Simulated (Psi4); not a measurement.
**SCS-MP2/def2-SVP (fitted SCF, core potential) run of InH5O (In(H2O)H3)**

What is the energy change on altering one bond length of InH5O (In(H2O)H3) at SCS-MP2/def2-SVP (fitted SCF, core potential)? 

The calculation is run with Psi4 1.11.

3 further runs of the same task are left out: 1 that didn't finish, 2 set aside as unsound or not needed.

### Step 1. The molecule

InH5O: 7 atoms, total charge 0, spin state singlet. SMILES: `[H][In]([H])([H])<-[OH2]`. Geometry: a GFN2-xTB relaxation, a rough one for these elements and not checked as a minimum.

Bond lengths: In1–O2 2.413 Å, O2–H3 0.965 Å, O2–H4 0.964 Å, In1–H5 1.694 Å, In1–H6 1.707 Å, In1–H7 1.696 Å. Angles: In1–O2–H3 112.6°, In1–O2–H4 114.3°, O2–In1–H5 96.7°, O2–In1–H6 91.6°, O2–In1–H7 95.0°, H3–O2–H4 107.9°, H5–In1–H6 118.6°, H5–In1–H7 121.1°, H6–In1–H7 118.4°.

### Step 2. A single-point energy at SCS-MP2/def2-SVP (fitted SCF, core potential)

calc.py reads:

```python
import psi4

psi4.set_memory('1600 MB')
psi4.set_num_threads(1)
psi4.core.set_output_file('output.dat', False)

m = psi4.geometry("""
In     0.15476857    -0.22797656    -2.05082528
O      0.13203516    -0.16550221     2.50777995
H     -1.54298028    -0.35317092     3.20147951
H      0.87974310     1.32543501     3.24120156
H      3.33549889    -0.15777323    -2.41021339
H     -1.47780362     2.55177278    -2.18837844
H     -1.48126182    -2.97276596    -2.30104391
units bohr
symmetry c1
no_reorient
no_com
""")

psi4.set_options({
    'basis': 'def2-SVP',
    'reference': 'rhf',
    'scf_type': 'df',
    'num_frozen_docc': 5,
    'mp2_type': 'conv',
})

E = psi4.energy("scs-mp2", molecule=m)
print(f'total energy {E:.8f} hartree = {E * 27.211386:.5f} eV')
```

Run with:

```sh
$ python calc.py
```

output.dat:

```text
[...]
    !!!  WARNING: ECP capability is in beta. Please check occupations closely.  !!!
[...]
  Running in c1 symmetry.
[...]
  Nuclear repulsion =   78.784077180112106
[...]
  Multiplicity = 1
[...]
  Nalpha       = 17
  Nbeta        = 17
[...]
    Number of basis functions: 65
[...]
   @DF-RHF iter   1:  -266.81498113230009   -1.61212e+00   6.15726e-03 DIIS/ADIIS
[...]
   @DF-RHF iter  10:  -266.88528975129549   -7.16227e-12   7.34476e-09 DIIS
[...]
    Orbital Energies [Eh]
    ---------------------
    Doubly Occupied:
       1A    -20.628177     2A     -5.351325     3A     -3.611278
       4A     -3.604210     5A     -3.604104     6A     -1.395592
       7A     -1.002290     8A     -0.993326     9A     -0.993261
      10A     -0.990597    11A     -0.990075    12A     -0.784534
      13A     -0.664289    14A     -0.592665    15A     -0.511158
      16A     -0.384046    17A     -0.379433
[...]
  @DF-RHF Final Energy:  -266.88528975129549
   => Energetics <=
    Nuclear Repulsion Energy =             78.7840771801121065
    One-Electron Energy =                -598.3780157328540099
    Two-Electron Energy =                 252.7086488014464010
    Total Energy =                       -266.8852897512954314
[...]
 Multipole Moments:
 ------------------------------------------------------------------------------------
     Multipole            Electronic (a.u.)      Nuclear  (a.u.)        Total (a.u.)
 ------------------------------------------------------------------------------------
 L = 1.  Multiply by 2.5417464519 to convert [e a0] to [Debye]
 Dipole X            :         -4.3219633            4.0196175           -0.3023458
 Dipole Y            :          6.1591730           -5.7180278            0.4411453
 Dipole Z            :         24.8901252          -23.4620460            1.4280792
 Magnitude           :                                                    1.5249369
[...]
	SCS-MP2 Total Energy (a.u.)        :  -267.19659111410232
	SOS-MP2 Total Energy (a.u.)        :  -267.17346974197034
	SCSN-MP2 Total Energy (a.u.)       :  -267.00737059615250
[...]
	SOS-PI-MP2 Total Energy (a.u.)     :  -267.22149974041611
[...]
	MP2 Total Energy (a.u.)            :  -267.19480385992057
[...]
```

On the terminal:

```text
total energy -267.19659111 hartree = -7270.78958 eV
```

Wall time 3.9 s (1 thread of Intel Xeon at 2.60GHz (Ice Lake), shared host); peak memory 0.26 GiB.

### Step 3. The distorted shape, same level

job.json reads:

```json
{
 "schema_name": "qcschema_input",
 "schema_version": 1,
 "molecule": {
  "schema_name": "qcschema_molecule",
  "schema_version": 2,
  "symbols": ["In", "O", "H", "H", "H", "H", "H"],
  "geometry": [0.18886868, -0.32168808, -8.88870288, 0.13203516, -0.16550221, 2.50777995, -1.54298028, -0.35317092, 3.20147951, 0.8797431, 1.32543501, 3.24120156, 3.369599, -0.25148475, -9.248091, -1.44370352, 2.45806126, -9.02625605, -1.44716171, -3.06647748, -9.13892152],
  "molecular_charge": 0,
  "molecular_multiplicity": 1,
  "fix_symmetry": "c1",
  "fix_com": true,
  "fix_orientation": true
 },
 "driver": "energy",
 "model": {
  "method": "scs-mp2",
  "basis": "def2-SVP"
 },
 "keywords": {
  "reference": "rhf",
  "scf_type": "df",
  "num_frozen_docc": 5,
  "mp2_type": "conv"
 }
}
```

Run with:

```sh
$ psi4 --qcschema job.json -n 1 --memory 1600MB
```

stdout:

```text
[...]
    !!!  WARNING: ECP capability is in beta. Please check occupations closely.  !!!
[...]
  Running in c1 symmetry.
[...]
  Nuclear repulsion =   49.904845703590077
[...]
  Multiplicity = 1
[...]
  Nalpha       = 17
  Nbeta        = 17
[...]
    Number of basis functions: 65
[...]
   @DF-RHF iter   1:  -266.78264123668021   -1.72391e+00   6.73286e-03 ADIIS/DIIS
[...]
   @DF-RHF iter  10:  -266.86356242909432   -9.72022e-12   5.17844e-09 DIIS
[...]
    Orbital Energies [Eh]
    ---------------------
    Doubly Occupied:
       1A    -20.550369     2A     -5.380473     3A     -3.641689
       4A     -3.631990     5A     -3.631971     6A     -1.317799
       7A     -1.029525     8A     -1.021893     9A     -1.021855
      10A     -1.017684    11A     -1.017340    12A     -0.711385
      13A     -0.565765    14A     -0.559472    15A     -0.501729
      16A     -0.403341    17A     -0.399069
[...]
  @DF-RHF Final Energy:  -266.86356242909432
   => Energetics <=
    Nuclear Repulsion Energy =             49.9048457035900768
    One-Electron Energy =                -540.7301256580203699
    Two-Electron Energy =                 223.9617175253359562
    Total Energy =                       -266.8635624290943724
[...]
 Multipole Moments:
 ------------------------------------------------------------------------------------
     Multipole            Electronic (a.u.)      Nuclear  (a.u.)        Total (a.u.)
 ------------------------------------------------------------------------------------
 L = 1.  Multiply by 2.5417464519 to convert [e a0] to [Debye]
 Dipole X            :         -5.1557564            4.8380202           -0.3177362
 Dipole Y            :          8.4202844           -7.9671042            0.4531801
 Dipole Z            :        188.3861194         -187.5711084            0.8150110
 Magnitude           :                                                    0.9851758
[...]
	SCS-MP2 Total Energy (a.u.)        :  -267.16960769537934
	SOS-MP2 Total Energy (a.u.)        :  -267.14750926382726
	SCSN-MP2 Total Energy (a.u.)       :  -266.98024214768913
[...]
	SOS-PI-MP2 Total Energy (a.u.)     :  -267.19483373628276
[...]
	MP2 Total Energy (a.u.)            :  -267.16648008602795
[...]
```

The result, in JSON:

```text
{
 "driver": "energy",
 "model": {
  "method": "scs-mp2",
  "basis": "def2-SVP"
 },
 "success": true,
 "return_result": -267.16960769537934,
 "properties": {
  "calcinfo_nbasis": 65,
  "calcinfo_nmo": 65,
  "calcinfo_nalpha": 17,
  "calcinfo_nbeta": 17,
  "calcinfo_natom": 7,
  "nuclear_repulsion_energy": 49.90484570359008,
  "return_energy": -267.16960769537934,
  "scf_one_electron_energy": -540.7301256580204,
  "scf_two_electron_energy": 223.96171752533596,
  "scf_dipole_moment": [-0.31773620050567253, 0.45318011227268684, 0.8150109730659949],
  "scf_total_energy": -266.8635624290943,
  "scf_iterations": 10,
  "mp2_same_spin_correlation_energy": -0.06629529465614135,
  "mp2_opposite_spin_correlation_energy": -0.23662236227747083,
  "mp2_singles_energy": 0.0,
  "mp2_doubles_energy": -0.30291765693361217,
  "mp2_correlation_energy": -0.30291765693363004,
  "mp2_total_energy": -267.16648008602795
 }
}
```

Wall time 3.9 s (1 thread of Intel Xeon at 2.60GHz (Ice Lake), shared host); peak memory 0.27 GiB.

### Step 4. Summary of results

At SCS-MP2/def2-SVP (fitted SCF, core potential), 5 core orbitals frozen:

| quantity | value |
| --- | --- |
| first shape: total energy | -267.19659 Eh |
| first shape: HOMO energy (Hartree–Fock orbitals) | -10.32 eV |
| first shape: LUMO energy (Hartree–Fock orbitals) | 2.09 eV |
| first shape: HOMO–LUMO gap (Hartree–Fock orbitals) | 12.41 eV |
| first shape: correlation energy (5 core orbitals frozen) | -311.3 mEh |
| distorted shape: total energy | -267.16961 Eh |
| distorted shape: HOMO energy (Hartree–Fock orbitals) | -10.86 eV |
| distorted shape: LUMO energy (Hartree–Fock orbitals) | 0.75 eV |
| distorted shape: HOMO–LUMO gap (Hartree–Fock orbitals) | 11.61 eV |
| distorted shape: correlation energy (5 core orbitals frozen) | -306.0 mEh |
| energy change with the In1–O2 bond stretched from 2.413 to 6.031 Å | 0.734 eV |

With the In1–O2 bond stretched from 2.413 to 6.031 Å the energy rises by 0.73 eV (70.8 kJ/mol). The first shape isn't relaxed at this level, so the change isn't measured from a minimum.
